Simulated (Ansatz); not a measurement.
# BCl2H2N: the cost of one run

All numbers below are computed with Ansatz 0.2.0 (RKS BLYP-D4/def2-mTZVP).

**1. The system as given**

Bond lengths: B1–Cl2 1.860 Å, B1–Cl3 1.860 Å, B1–N4 1.550 Å, N4–H5 1.060 Å, N4–H6 1.060 Å. Angles: Cl2–B1–Cl3 120.0°, Cl2–B1–N4 120.0°, Cl3–B1–N4 120.0°, B1–N4–H5 120.0°, B1–N4–H6 120.0°, H5–N4–H6 120.0°.

Structure file:

```xyz
6

B     0.0000    0.0000    0.0000
Cl    0.0000    0.0000    1.8600
Cl    1.6108    0.0000   -0.9300
N    -1.3423    0.0000   -0.7750
H    -2.0112   -0.8164   -0.6764
H    -1.5914    0.8164   -1.4036
```

**2. Preparing the start**

input.yaml

```yaml
crystal:
  periodic: [false, false, false]
  atoms:
    - { symbol: B, position_ang: [0.0, 0.0, 0.0] }
    - { symbol: Cl, position_ang: [0.0, 0.0, 1.86] }
    - { symbol: Cl, position_ang: [1.6108, 0.0, -0.93] }
    - { symbol: "N", position_ang: [-1.3423, 0.0, -0.775] }
    - { symbol: H, position_ang: [-2.0112, -0.8164, -0.6764] }
    - { symbol: H, position_ang: [-1.5914, 0.8164, -1.4036] }
basis:
  gaussian: { orbitals: def2-mTZVP }
hamiltonian:
  xc: blyp
  dispersion: d4
relax:
  f_tol: 0.02
  max_steps: 40
```

On the command line:

```bash
ansatz run input.yaml --threads 2 --pin off --max-ram 3072MiB --backend cpu --events-out ev --progress --plain --runs-dir out
```

Q: Estimate wall time and peak memory on 2 threads of Intel Xeon 6975P-C (Granite Rapids), shared host.

About 4.9 s, with a peak of 0.16 GiB.
